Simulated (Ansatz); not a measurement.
# Sn2C: how the settings move a single-point run

Question: which choices in the input matter for Sn2C? The cell is built on a prototype (ordering on diamond) and needn't be the phase found in nature.

Program: Ansatz 0.2.0. Level of theory: reference: DFT, PBEsol, plane waves, PAW. These are calculated values, not measurements.

2 further runs of the same task are left out: 1 for a known fault of the program, 1 that didn't finish.

### Step 1. The starting structure

It takes space group P-3m1 (No. 164, trigonal). The conventional cell has a = 3.601 Å, b = 3.601 Å, c = 12.275 Å, α = 90.00°, β = 90.00°, γ = 120.00°. C (site symmetry 3m) has 3 Sn at 2.08 Å as nearest neighbours. Around Sn (site symmetry 3m) lie 3 C at 2.08 Å. Around Sn (site symmetry 3m) lie 1 Sn at 2.98 Å.

Coordinates:

```
CELL_PARAMETERS angstrom
3.60054 0.00000 0.00000
-1.80027 3.11816 0.00000
0.00000 0.00000 12.27453
ATOMIC_POSITIONS crystal
C 0.66667 0.33333 0.40211
Sn 0.33333 0.66667 0.39138
Sn 0.00000 0.00000 0.87859
C 0.33333 0.66667 0.59789
Sn 0.00000 0.00000 0.12141
Sn 0.66667 0.33333 0.60862
```

### Step 2. Reference

Input file input.yaml:

```yaml
crystal:
  lattice:
    - [3.6005439949, 0.0, 0.0]
    - [-1.8002719975, 3.118162567, 0.0]
    - [0.0, 0.0, 12.2745322584]
  atoms:
    - { symbol: C, position: [0.6666666667, 0.3333333333, 0.4021125138] }
    - { symbol: Sn, position: [0.3333333333, 0.6666666667, 0.3913811216] }
    - { symbol: Sn, position: [0.0, 0.0, 0.8785931313] }
    - { symbol: C, position: [0.3333333333, 0.6666666667, 0.5978874862] }
    - { symbol: Sn, position: [0.0, 0.0, 0.1214068687] }
    - { symbol: Sn, position: [0.6666666667, 0.3333333333, 0.6086188784] }
kpoints:
  mp_grid: { grid: [6, 6, 2] }
hamiltonian:
  xc: pbesol
scf:
  occupations: { method: fermi_dirac, width: 0.02 }
  n_extra_bands: 5
output:
  forces: true
  stress: true
  eigenvalues: true
  write_density: true
  write_potential: true
  elf: true
  volumetric_format: npy
```

Started as:

```bash
> ansatz run input.yaml --threads 4 --pin off --max-ram 4608MiB --backend cpu --events-out ev --progress --plain --runs-dir out
```

### Step 3. Changed: mp_grid.grid [2, 2, 2]

input.yaml: that of step 2 with these lines changed.

```diff
@@ -13,3 +13,3 @@
 kpoints:
-  mp_grid: { grid: [6, 6, 2] }
+  mp_grid: { grid: [2, 2, 2] }
 hamiltonian:
@@ -23,5 +23 @@
   eigenvalues: true
-  write_density: true
-  write_potential: true
-  elf: true
-  volumetric_format: npy
```

### Step 4. Variant: occupations.method gaussian, occupations.width 0.2

input.yaml: that of step 2 with these lines changed.

```diff
@@ -17,3 +17,3 @@
 scf:
-  occupations: { method: fermi_dirac, width: 0.02 }
+  occupations: { method: gaussian, width: 0.2 }
   n_extra_bands: 5
@@ -23,5 +23 @@
   eigenvalues: true
-  write_density: true
-  write_potential: true
-  elf: true
-  volumetric_format: npy
```

### Step 5. Variant: mp_grid.grid [8, 8, 1]

input.yaml: that of step 2 with these lines changed.

```diff
@@ -13,3 +13,3 @@
 kpoints:
-  mp_grid: { grid: [6, 6, 2] }
+  mp_grid: { grid: [8, 8, 1] }
 hamiltonian:
@@ -23,5 +23 @@
   eigenvalues: true
-  write_density: true
-  write_potential: true
-  elf: true
-  volumetric_format: npy
```

### Step 6. Changing settings: occupations.method methfessel_paxton, occupations.width 0.5

input.yaml: that of step 2 with these lines changed.

```diff
@@ -17,3 +17,3 @@
 scf:
-  occupations: { method: fermi_dirac, width: 0.02 }
+  occupations: { method: methfessel_paxton, width: 0.5 }
   n_extra_bands: 5
@@ -23,5 +23 @@
   eigenvalues: true
-  write_density: true
-  write_potential: true
-  elf: true
-  volumetric_format: npy
```

### Step 7. Changed: occupations.method cold, occupations.width 0.5

input.yaml: that of step 2 with these lines changed.

```diff
@@ -17,3 +17,3 @@
 scf:
-  occupations: { method: fermi_dirac, width: 0.02 }
+  occupations: { method: cold, width: 0.5 }
   n_extra_bands: 5
@@ -23,5 +23 @@
   eigenvalues: true
-  write_density: true
-  write_potential: true
-  elf: true
-  volumetric_format: npy
```

Before running it: what results should come out? Wanted: for each run, ending; energy change; pressure; gap; force.

As calculated:

```csv
run,ending,energy change,pressure (GPa),gap (eV),force (eV/Å),cycles,time
reference,converged,0,-1.0,0.00,0.30,8,3.6 s
"1: mp_grid.grid [2, 2, 2]",converged,-50.9 meV/atom,-2.8,0.00,0.88,8,1.1 s
"2: occupations.method gaussian, occupations.width 0.2",converged,-1.4 meV/atom (σ→0),-1.0,0.00,0.28,9,2.7 s
"3: mp_grid.grid [8, 8, 1]",converged,-4.3 meV/atom,-0.9,0.00,0.17,7,2.1 s
"4: occupations.method methfessel_paxton, occupations.width 0.5",converged,-2.3 meV/atom (σ→0),-1.0,0.00,0.31,9,2.7 s
"5: occupations.method cold, occupations.width 0.5",converged,-3.5 meV/atom (σ→0),-1.1,0.00,0.32,9,2.7 s
```

Times don't compare one to one where runs were asked for different outputs or read a saved state (see the inputs); cycles may leave out searches for a lower state.

Residual by cycle in the longest SCF loop of each run; runs are numbered as in the table. The quantity is the density residual dr2, in eV.

```csv
cycle,reference,run 1,run 2,run 3,run 4,run 5
1,0.0889,0.157,0.0928,0.0979,0.0944,0.0944
2,0.0422,0.0569,0.0449,0.00916,0.04,0.0418
3,0.00805,0.00931,0.0283,5.4e-4,0.0266,0.0276
4,4.3e-4,3.2e-4,0.00353,4.3e-5,0.00382,0.00395
5,2.1e-5,3.4e-5,1.1e-4,1.6e-6,1.5e-4,1.8e-4
6,2.3e-6,3.2e-6,2.4e-5,1.1e-7,2.8e-5,3.5e-5
7,2.2e-7,2.3e-7,1.4e-6,1.0e-8,1.9e-6,1.9e-6
8,7.2e-8,2.8e-8,2.3e-7,-,2.9e-7,3.1e-7
9,-,-,7.5e-8,-,6.5e-8,8.3e-8
```

Of the variants the dearest is «occupations.method cold, occupations.width 0.5» (2.7 s), the cheapest «mp_grid.grid [2, 2, 2]» (1.1 s), on a shared host.
